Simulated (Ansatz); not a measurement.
# Ta4C3: the cost of one run

Method: DFT r2SCAN, scalar-relativistic, plane waves, PAW, in Ansatz 0.2.0.

1 further run of the same task is left out (set aside as unsound or not needed). Runs told in other sessions of the task aren't counted.

## Step 1: The structure to begin with

It takes space group Pm-3m (No. 221, cubic). The conventional cell has a = 4.425 Å, b = 4.425 Å, c = 4.425 Å, α = 90.00°, β = 90.00°, γ = 90.00°. Ta (site symmetry 4/mmm) has 4 C at 2.21 Å in its first shell of neighbours. Around Ta (site symmetry m-3m) lie 6 C at 2.21 Å. C (site symmetry 4/mmm) is surrounded by 6 Ta at 2.21 Å.

Structure file:

```cif
data_structure
_symmetry_space_group_name_H-M 'Pm-3m'
_symmetry_Int_Tables_number 221
_cell_length_a 4.4248
_cell_length_b 4.4248
_cell_length_c 4.4248
_cell_angle_alpha 90.000
_cell_angle_beta 90.000
_cell_angle_gamma 90.000
_cell_volume 86.63
loop_
_atom_site_label
_atom_site_type_symbol
_atom_site_symmetry_multiplicity
_atom_site_Wyckoff_symbol
_atom_site_fract_x
_atom_site_fract_y
_atom_site_fract_z
_atom_site_occupancy
Ta1 Ta 3 c 0.00000 0.50000 0.50000 1
Ta2 Ta 1 a 0.00000 0.00000 0.00000 1
C1 C 3 d 0.50000 0.00000 0.00000 1
```

It goes back to an entry of the Materials Project, which need not be the stable form.

It is the result of an earlier relaxation at this level (volume 12.38 Å³/atom; gap on the mesh: none (metal)).

## Step 2: Zero of energy

The reference gives a free energy of -40536.0592 eV, pressure 0.03 GPa, largest force 0.000 eV/Å and gap on the mesh none (metal). It was computed beforehand with the settings of the runs below.

## Step 3: Setting up biaxial against axial strain

The cell is strained by p along both x and y and by q along z, with fractional coordinates fixed.

## Step 4: At p = -0.080, q = -0.080

File input.yaml:

```yaml
crystal:
  lattice:
    - [4.0708099136, 0.0, 0.0]
    - [0.0, 4.0708099136, 0.0]
    - [0.0, 0.0, 4.0708099136]
  atoms:
    - { symbol: Ta, position: [0.0, 0.5, 0.5] }
    - { symbol: Ta, position: [0.5, 0.0, 0.5] }
    - { symbol: Ta, position: [0.5, 0.5, 0.0] }
    - { symbol: Ta, position: [0.0, 0.0, 0.0] }
    - { symbol: C, position: [0.5, 0.0, 0.0] }
    - { symbol: C, position: [0.0, 0.5, 0.0] }
    - { symbol: C, position: [0.0, 0.0, 0.5] }
basis:
  ecutwfc: 500
kpoints:
  mp_grid: { grid: [10, 10, 10] }
hamiltonian:
  xc: r2scan
scf:
  occupations: { method: gaussian, width: 0.15 }
output:
  forces: true
  stress: true
  eigenvalues: true
```

Launch:

```console
> ansatz run input.yaml --threads 2 --pin off --max-ram 5120MiB --backend cpu --events-out ev --progress --plain --runs-dir out
```

**Question.** How long does this run take on 2 threads of Intel Xeon Platinum 8259CL at 2.50GHz (Skylake/Cascade Lake), shared host, and how much memory does it need?

About 14 s, with a peak of 0.6 GiB.
